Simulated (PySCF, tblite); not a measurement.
# C₁₃H₁₈: geometry, infrared bands, NMR shifts and electronic excitations

What infrared bands, NMR shifts and electronic excitations should C₁₃H₁₈ (`C=Cc1c(C)cccc1C(C)(C)C`) show?

The runs use tblite 0.8.0 and PySCF 2.14.0, with density-fitted response routines of our own; the level of theory stands in each step. All values are computed, except where a source is named. Atoms count from 0, in the outputs and in this text.

## Step 1: Starting geometry

31 atoms, charge 0, multiplicity 1; geometry from: force field or distance geometry start.

Bonds of the start (Å): C0–C1 1.26, C1–C2 1.44, C2–C3 1.40, C3–C4 1.50, C3–C5 1.37, C5–C6 1.34, C6–C7 1.38, C7–C8 1.40, C8–C9 1.47, C9–C10 1.50, C9–C11 1.51, C9–C12 1.55, C8–C2 1.38, C0–H13 1.14, C0–H14 1.07, C1–H15 1.14, C4–H16 1.11, C4–H17 1.09, C4–H18 1.08, C5–H19 1.10, C6–H20 1.07, C7–H21 1.08, C10–H22 1.11, C10–H23 1.09, C10–H24 1.10, C11–H25 1.11, C11–H26 1.10, C11–H27 1.13, C12–H28 1.13, C12–H29 1.08 and more.

## Step 2: Relaxing the molecule with GFN2-xTB

The job: settings as JSON, then the geometry in Å.

```
{"job": {"kind": "relax", "xc": "GFN2-xTB", "basis": "xTB"}, "charge": 0, "multiplicity": 1}
C      0.537200     2.619700     0.028600
C      1.212800     1.559400    -0.103600
C      1.002400     0.140800    -0.032800
C      2.137200    -0.676800    -0.078400
C      3.512800    -0.086000    -0.138900
C      2.084700    -2.045100    -0.034700
C      0.908800    -2.684800     0.038200
C     -0.238400    -1.919800     0.081100
C     -0.203500    -0.523300     0.038500
C     -1.506000     0.160400     0.036800
C     -1.836000     0.990900    -1.170400
C     -1.799400     0.796700     1.376400
C     -2.603400    -0.933200    -0.030700
H      1.126400     3.591600    -0.100100
H     -0.486400     2.855300     0.241000
H      2.309000     1.806600    -0.321000
H      3.645900     0.649800     0.685200
H      3.636100     0.436900    -1.091900
H      4.262400    -0.862800    -0.049200
H      3.006900    -2.648300    -0.054400
H      0.825200    -3.755500     0.078800
H     -1.167000    -2.476500     0.140600
H     -2.601700     0.448300    -1.769900
H     -1.034400     1.188800    -1.875200
H     -2.360100     1.901300    -0.831300
H     -2.415300     1.718600     1.293400
H     -2.366500     0.074200     1.975100
H     -0.855500     0.990200     1.965200
H     -3.528200    -0.301200    -0.205800
H     -2.716400    -1.479500     0.893400
H     -2.501400    -1.507200    -0.969300
```

Launch:

```console
$ OMP_NUM_THREADS=2 python probes_run.py task.json out
```

The driver reads the jobs from task.json and runs them one after another.

**Question.** This job is followed by: GFN2-xTB harmonic vibrations, gas phase; PBE0-D3(BJ)/def2-SVP geometry optimisation, gas phase; GIAO PBE0/pcSseg-1 NMR shielding, non-relativistic, gas phase; TDDFT CAM-B3LYP/def2-SVPD, vertical, gas phase, core orbitals frozen in the response; GIAO KT2/pcSseg-1 NMR shielding, non-relativistic, gas phase. Predict these results of the whole session: strongest single infrared mode (GFN2-xTB); zero-point energy (GFN2-xTB); point group; rotational constants (main isotopes); 13C shifts against TMS (PBE0/pcSseg-1, means over atoms taken as alike); 1H shifts against TMS (PBE0/pcSseg-1, means over atoms taken as alike); surface potential, 1st and 99th percentile; lowest singlet (CAM-B3LYP/def2-SVPD); brightest single state of those computed; lowest triplet; range of the shift of C8.

**Answer**, as computed:

| quantity | value |
| --- | --- |
| strongest single infrared mode (GFN2-xTB) | 3028 cm⁻¹, 108 km/mol |
| zero-point energy (GFN2-xTB) | 168.6 kcal/mol |
| point group | C1 |
| rotational constants (main isotopes) | 1.12, 0.72, 0.50 GHz |
| 13C shifts against TMS (PBE0/pcSseg-1, means over atoms taken as alike) | 153.0, 151.9, 145.3, 141.9, 132.9, 132.4, 128.8, 128.7, 37.0, 31.8, 25.8 ppm |
| 1H shifts against TMS (PBE0/pcSseg-1, means over atoms taken as alike) | 7.34, 7.28, 7.28, 7.22, 5.78, 5.32, 2.20, 1.37 ppm |
| surface potential, 1st and 99th percentile | -0.87 V and 0.73 V |
| lowest singlet (CAM-B3LYP/def2-SVPD) | 5.29 eV (235 nm), f = 0.005 |
| brightest single state of those computed | state 6, 6.72 eV, f = 0.550 |
| lowest triplet | 3.96 eV |
| range of the shift of C8 | 142.4 to 153.0 ppm |

In words: Relaxing lowered the energy by 1.666 eV in 157 steps; the close pair that moved most is C0–H13, from 1.144 to 1.078 Å (GFN2-xTB). No mode is imaginary among the 87: a minimum at this level. Unscaled tight-binding wavenumbers are off by several per cent, some by more. Its intensities can rank the bands wrongly. Over 9 steps the energy fell by 0.290 eV; of the close pairs, C12–H28 changed most, 1.053 to 1.101 Å (PBE0/def2-SVP). At PBE0/pcSseg-1: The largest span, 248 ppm, is at C1, where the paramagnetic term is -225 ppm. NICS(1)zz of -27 ppm above the planar ring from C2 marks a diatropic (aromatic) ring current. The first singlet state (HOMO→LUMO 0.49, HOMO−1→LUMO+1 0.36) lies at 5.29 eV and is weak; of the 10 states computed, the strongest absorption comes from states 6 to 7 together at 6.72 eV. The lowest triplet lies 1.32 eV below the lowest singlet (triplets in Tamm-Dancoff, singlets in full TDDFT). Across the 2 runs the shift of C8 moves most, between 142.4 (KT2/pcSseg-1) and 153.0 ppm (PBE0/pcSseg-1).
